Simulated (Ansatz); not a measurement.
**C2H9BN2: small, medium and large basis sets**

One table from this session's results is given with a row withheld; the runs are named, their logs left out.

Method: one geometry, several basis sets; program: Ansatz 0.2.0, Gaussian basis.

The runs, in order: PBE0-D4/def2-SVP; ωB97M-V/def2-SVP; PBE0-D4/def2-QZVPP; ωB97M-V/def2-QZVPP; the functionals' def2-TZVPP values are taken from earlier runs.

## The relaxed structure

All runs share one geometry, relaxed beforehand with PBE0-D4 in a triple-zeta def2 set.

SMILES `CN(C)BN`, 14 atoms, charge 0, spin multiplicity 1.

Atoms are counted from 1 here; the program's logs count them from 0.

Bond lengths: C1–N2 1.437 Å, C1–H6 1.090 Å, C1–H7 1.098 Å, C1–H8 1.098 Å, N2–C3 1.439 Å, N2–B4 1.411 Å, C3–H9 1.089 Å, C3–H10 1.099 Å, C3–H11 1.099 Å, B4–N5 1.411 Å, B4–H12 1.200 Å, N5–H13 1.004 Å, N5–H14 1.003 Å. Angles: N2–C1–H6 111.4°, N2–C1–H7 111.4°, N2–C1–H8 111.3°, H6–C1–H7 107.6°, H6–C1–H8 107.6°, H7–C1–H8 107.3°, C1–N2–C3 113.2°, C1–N2–B4 124.8°, C3–N2–B4 122.0°, N2–C3–H9 109.9°, N2–C3–H10 111.4°, N2–C3–H11 111.5°, H9–C3–H10 108.3°, H9–C3–H11 108.3°, H10–C3–H11 107.3°, N2–B4–N5 124.4°, N2–B4–H12 117.8°, N5–B4–H12 117.8° and more.

Set-up of the first run:

The input, in.yaml:

```yaml
crystal:
  periodic: [false, false, false]
  atoms:
    - {symbol: C, position_ang: [-0.733371, -0.282122, 1.173700]}
    - {symbol: N, position_ang: [0.201113, -0.223927, 0.083252]}
    - {symbol: C, position_ang: [1.265948, -1.185026, 0.197106]}
    - {symbol: B, position_ang: [0.111662, 0.666796, -1.007328]}
    - {symbol: N, position_ang: [-0.912194, 1.623881, -1.173417]}
    - {symbol: H, position_ang: [-1.518774, 0.465528, 1.064014]}
    - {symbol: H, position_ang: [-1.216879, -1.266322, 1.235014]}
    - {symbol: H, position_ang: [-0.235506, -0.101394, 2.135667]}
    - {symbol: H, position_ang: [1.940841, -1.093508, -0.653147]}
    - {symbol: H, position_ang: [1.846717, -1.033201, 1.117127]}
    - {symbol: H, position_ang: [0.878679, -2.212814, 0.221417]}
    - {symbol: H, position_ang: [0.963824, 0.607101, -1.850366]}
    - {symbol: H, position_ang: [-1.680761, 1.772180, -0.544875]}
    - {symbol: H, position_ang: [-0.924299, 2.233429, -1.969264]}
basis:
  gaussian: {orbitals: def2-SVP}
hamiltonian: {xc: pbe0, dispersion: d4}
output: {orbitals: {seedname: orbitals}}
```

Steps of the session up to this table: PBE0-D4 in def2-SVP; ωB97M-V in def2-SVP; PBE0-D4 in def2-QZVPP; ωB97M-V in def2-QZVPP.

One table of the session follows, with a row left open; its other results are not shown here.

```
functional       basis  HOMO (eV)  LUMO (eV)
   PBE0-D4    def2-SVP      -6.05       1.83
   PBE0-D4  def2-TZVPP          ?          ?
   PBE0-D4  def2-QZVPP      -6.26       0.66
   ωB97M-V    def2-SVP      -8.33       3.49
   ωB97M-V  def2-TZVPP      -8.51       2.39
   ωB97M-V  def2-QZVPP      -8.54       1.79
```

Q: Estimate the row for PBE0-D4, def2-TZVPP from the others.

**Answer.** HOMO (eV): -6.22; LUMO (eV): 1.05. In the column «HOMO (eV)» it lies between PBE0-D4, def2-QZVPP (-6.26) and PBE0-D4, def2-SVP (-6.05).
